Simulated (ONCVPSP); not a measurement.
# Pseudopotential generation for Cl: ONCV, LDA (Perdew-Wang 92)

Task: generate the file, and judge it by its errors in other configurations, its logarithmic derivatives, its ghosts and its cutoff.

Program: ONCVPSP 4.0.1. Reference atom: LDA (Perdew-Wang 92), scalar-relativistic, spherical and spin-unpolarised. All values are calculated.

### Step 1. Settings

The settings as typed:

| Item | Value |
| --- | --- |
| element | chlorine (Cl, Z = 17) |
| type | optimised norm-conserving Vanderbilt (ONCV) |
| frozen core | [He] |
| valence charge | 15 |
| reference configuration | 2s2 2p6 3s2 3p4 (charge +1) |
| partial waves | 2s+3s: rc 0.65 bohr, ncon 3, nbas 8, qcut 15.6 1/bohr, 2 projectors; 2p+3p: rc 0.80 bohr, ncon 4, nbas 7, qcut 21.1 1/bohr, 3 projectors, debl 2.2 Ha |
| local potential | polynomial inside 0.50 bohr (lpopt 5, dvloc0 -1 Ha) |
| core correction | Teter function, fcfact 4, rcfact 1.15 |

The outer shells as boxes (Hund's rule for the drawing; the calculation is spin-unpolarised):

```
[He] core
2s [↑↓]
2p [↑↓][↑↓][↑↓]
3s [↑↓]
3p [↑↓][↑ ][↑ ]
```

An earlier all-electron run gives the scale for the radii.

All-electron outer shells of the reference configuration (LDA (PZ), scalar-relativistic, ld1.x):

```tsv
shell	level (eV)	outermost node (bohr)	outermost maximum (bohr)
1s	-2755.03	–	0.06
2s	-264.53	0.12	0.36
2p	-204.46	–	0.30
3s	-32.06	0.56	1.26
3p	-19.51	0.53	1.39
```

### Step 2. The generation run

File Cl.dat:

```
# ATOM AND REFERENCE CONFIGURATION
# atsym  z   nc   nv     iexc    psfile
  Cl 17.00    1    4  -001012      upf
#
#   n    l    f
    1    0    2.00
    2    0    2.00
    2    1    6.00
    3    0    2.00
    3    1    4.00
#
# PSEUDOPOTENTIAL AND OPTIMIZATION
# lmax
    1
#
#   l,   rc,      ep,       ncon, nbas, qcut
    0    0.65    0.00    3    8   15.60
    1    0.80    0.00    4    7   21.10
#
# LOCAL POTENTIAL
# lloc, lpopt,  rc(5),   dvloc0
    4    5    0.50   -1.00
#
# VANDERBILT-KLEINMAN-BYLANDER PROJECTORs
# l, nproj, debl
    0    2    1.90
    1    3    2.20
#
# MODEL CORE CHARGE
# icmod, fcfact, rcfact
    3    4.00    1.15
#
# LOG DERIVATIVE ANALYSIS
# epsh1, epsh2, depsh
  -11.00    5.00    0.04
#
# OUTPUT GRID
# rlmax, drl
    6.00    0.01
#
# TEST CONFIGURATIONS
# ncnf
    4
# nvcnf
#   n    l    f
    4
    2    0    2.00
    2    1    6.00
    3    0    2.00
    3    1    5.00
#
    4
    2    0    2.00
    2    1    6.00
    3    0    2.00
    3    1    3.00
#
    4
    2    0    2.00
    2    1    6.00
    3    0    2.00
    3    1    2.00
#
    4
    2    0    2.00
    2    1    6.00
    3    0    2.00
    3    1    4.50
#
```

Run with:

```
$ oncvpsp.x < Cl.dat > Cl.out
```

**Question.** What will these runs give? Wanted: cutoffs for 1 and 0.1 mHa per electron, occupied waves; bound ghosts; GHOST(+) flags; largest test error; largest phase difference near zero energy, channels read; rms error of d²Exc/dn², without and with the model core.

**Answer**, as computed:

| quantity | value |
| --- | --- |
| cutoffs for 1 and 0.1 mHa per electron, occupied waves | 156 Ha and 177 Ha |
| bound ghosts | none found |
| GHOST(+) flags | none at low energy |
| largest test error (AE − PS) | +4.5 meV, for 2s2 2p6 3s2 3p2 |
| largest phase difference near zero energy, channels read | 0.000 rad |
| rms error of d²Exc/dn², without and with the model core | 2.89 and 2.31 mHa |

What this shows: By total energies transferability is very good: the largest error is 4.5 meV on 63.9 eV, for 2s2 2p6 3s2 3p2. The potential is very hard: the looser tolerance needs 156 Ha. It is free of bound ghosts as far as tested. Near zero energy the phases of the channels with partial waves agree within 0.001 rad. These are tests on the free atom; a crystal test is still owed.
